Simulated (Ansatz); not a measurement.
## CH4BBr, SMILES CBBr: the interaction energy of a dimer with the counterpoise correction, step by step

Computed with the Python package of Ansatz (0.2.0).

Run as a notebook:

```python
import ansatz as az
```

```python
FIRST = [
    ("C", (-0.6098, 0.3534, -0.0358)),
    ("B", (0.7318, -0.3562, -0.1359)),
    ("Br", (1.3125, -1.5099, 1.3633)),
    ("H", (-1.3995, -0.3349, 0.0614)),
    ("H", (-0.8211, 0.9806, -0.9907)),
    ("H", (-0.657, 1.096, 0.8262)),
    ("H", (1.4434, -0.2291, -1.0887)),
]
SECOND = [
    ("C", (3.4897, -2.7766, -3.2625)),
    ("B", (2.1929, -3.1161, -3.9811)),
    ("Br", (0.5115, -2.2803, -3.3564)),
    ("H", (3.6964, -1.7463, -3.3142)),
    ("H", (4.3903, -3.3287, -3.746)),
    ("H", (3.4913, -3.1007, -2.1708)),
    ("H", (2.163, -3.8767, -4.9036)),
]
```

```python
def energy(atoms, ghosts=()):
    molecule = az.Crystal.molecule()
    for symbol, xyz in atoms:
        molecule = molecule.atom(symbol, xyz)
    calc = (
        molecule.calculation()
        .basis(gaussian="def2-SVP")
        .functional("pbe0")
    )
    deck = calc.input()
    if ghosts:
        deck = deck.set(az.key.basis.gaussian.ghost_atoms, [{"symbol": s, "position_ang": list(xyz)} for s, xyz in ghosts])
    return az.Session.from_dict(deck).plan().execute().report["free_energy_ev"]
```

```python
# monomers in their own basis and in the basis of the dimer
both = energy(FIRST + SECOND)
alone = energy(FIRST) + energy(SECOND)
ghosted = energy(FIRST, SECOND) + energy(SECOND, FIRST)
print(f"dimer {both:.6f} eV")
print(f"interaction, uncorrected   {(both - alone):8.3f} eV")
print(f"interaction, counterpoise  {(both - ghosted):8.3f} eV")
print(f"basis-set superposition    {(alone - ghosted):8.3f} eV")
```

    dimer -143610.658249 eV
    interaction, uncorrected     -0.035 eV
    interaction, counterpoise    -0.010 eV
    basis-set superposition       0.025 eV

Uncorrected it is -0.035 eV, with the counterpoise correction -0.010 eV; the difference, 0.03 eV, is the superposition error.

What to keep in mind:
- Total energies depend on the basis set; only differences at equal settings carry meaning.
- The dimer is a generated trial pose of unrelaxed monomers, not a minimum, so the figure is no binding energy, and the basis set is small.
- This level lacks the dispersion part of the attraction (electrostatics and induction are there), which can decide the sign where the interaction is weak.
- Hardware and time: 25 s on 1 thread of Arm Neoverse V1, with other jobs on the host, peak memory 0.5 GiB.

(Lines on the test bed's own set-up are left out of the output.)
